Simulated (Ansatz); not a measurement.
Working through a comparison of magnetic orders of Nb3Cr, space group Fm-3m

Computed with the Python package of Ansatz (0.2.0).

Notebook, run cell by cell (the value of a cell's last expression is shown):

```python
import ansatz
import numpy as np
```

```python
def count_gap(report):
    # lowest empty less highest filled band, counting bands; zero where they overlap
    return max(report.get("gap_by_band_count_ev") or 0.0, 0.0)
```

```python
CELL = [
    (0.0, 3.218895, 3.218895),
    (3.218895, 0.0, 3.218895),
    (6.43779, 6.43779, 0.0),
]
ATOMS = [
    ("Nb", (0.75, 0.75, 0.375)),
    ("Nb", (0.25, 0.25, 0.125)),
    ("Nb", (0.5, 0.5, 0.25)),
    ("Cr", (0.0, 0.0, 0.0)),
    ("Nb", (0.75, 0.75, 0.875)),
    ("Nb", (0.25, 0.25, 0.625)),
    ("Nb", (0.5, 0.5, 0.75)),
    ("Cr", (0.0, 0.0, 0.5)),
]
```

```python
def ordered(moments):
    crystal = ansatz.Crystal(lattice=ansatz.Lattice.of(CELL))
    for (symbol, position), moment in zip(ATOMS, moments):
        crystal = crystal.atom(symbol, position, moment=moment or None)
    return crystal
```

```python
orders = {
    "FM": [0, 0, 0, 3, 0, 0, 0, 3],
    "AFM": [0, 0, 0, 3, 0, 0, 0, -3],
}
```

```python
rows = []
for label, moments in orders.items():
    model = (
        ordered(moments).calculation()
        .basis(450)
        .kpoints(length=20)
        .occupations("fermi_dirac", width=0.05)
        .spin("collinear")
        .band_table()
    )
    data = model.run(threads=1, backend="cpu").report
    rows.append((label, data["free_energy_ev"], data["magnetization_mub"], data["absolute_magnetization_mub"], max(abs(m) for m in data["site_moments_mub"]), count_gap(data)))
    print(label, "site moments:", [round(m, 2) for m in data["site_moments_mub"]])
```

    DeckWarning: crystal.symmetry: narrowed to the stabiliser of the k-point mesh — unitary ops 24 → 8; excluded 16 operations that carry a point of the 5×5×3 mesh (shift [0, 0, 0]) off the mesh (the run samples exactly the mesh kpoints.mp_grid names, as under [...]
    RunWarning: the starting moments were not kept: the SCF closed with an absolute magnetisation of 5.0e-5 μB, where they sum to 6 μB in size (2 sites). That is at most 0.1 of that sum. Measured as dr2_m measures the in/out step, that magnetisation stands [...]
    FM site moments: [-0.0, -0.0, 0.0, 0.0, -0.0, -0.0, 0.0, 0.0]
    DeckWarning: crystal.symmetry: narrowed to the stabiliser of the k-point mesh — unitary ops 12 → 4; excluded 8 operations that carry a point of the 5×5×3 mesh (shift [0, 0, 0]) off the mesh (the run samples exactly the mesh kpoints.mp_grid names, as under [...]
    AFM site moments: [0.0, -0.0, -0.0, 0.0, -0.0, 0.0, 0.0, -0.0]

```python
plain = ordered([0] * len(ATOMS)).calculation()
plain = plain.basis(450)
plain = plain.kpoints(length=20).occupations("fermi_dirac", width=0.05)
plain = plain.band_table()
data = plain.run(threads=1, backend="cpu").report
rows.append(("NM", data["free_energy_ev"], 0.0, 0.0, 0.0, count_gap(data)))
```

```python
lowest = min(row[1] for row in rows)
rows = [(row[0], 1000 * (row[1] - lowest) / 2, *row[2:]) for row in sorted(rows, key=lambda row: row[1])]
lines = [",".join(["order", "meV/magnetic atom", "net muB", "absolute muB", "largest site muB", "gap by band count eV"])] + [",".join(f"{v:.4f}" if isinstance(v, float) else str(v) for v in row) for row in rows]
print("\n".join(lines))
with open("orders.csv", "w") as handle:
    handle.write("\n".join(lines) + "\n")
print("lowest of these starts:", rows[0][0])
```

    order,meV/magnetic atom,net muB,absolute muB,largest site muB,gap by band count eV
    FM,0.0000,0.0000,0.0001,0.0000,0.0000
    AFM,0.0000,0.0000,0.0001,0.0000,0.0000
    NM,0.0000,0.0000,0.0000,0.0000,0.0000
    lowest of these starts: FM

The SCF didn't keep the moments it started from (some shrank, vanished or turned); what is printed is the state reached. For a metal this k-point mesh is coarse: on a finer one energies can move by several to tens of meV an atom and pressures by half a GPa or more, differences at one mesh by less. A gap by band count of zero or less means overlapping bands, a metal. No functional is typed, so the default, PBE, holds. This cell is a computed structure, which may not be the phase found in nature. Levels are Kohn-Sham eigenvalues on this mesh, without spin-orbit coupling. Warnings are shown shortened and without file and line. Each row is the state reached from that start at the given structure, not necessarily the lowest of its order; other orders weren't tried. Run time: 5.2 min on 1 thread of Arm Neoverse V1, on a shared host, peak memory 0.87 GiB.
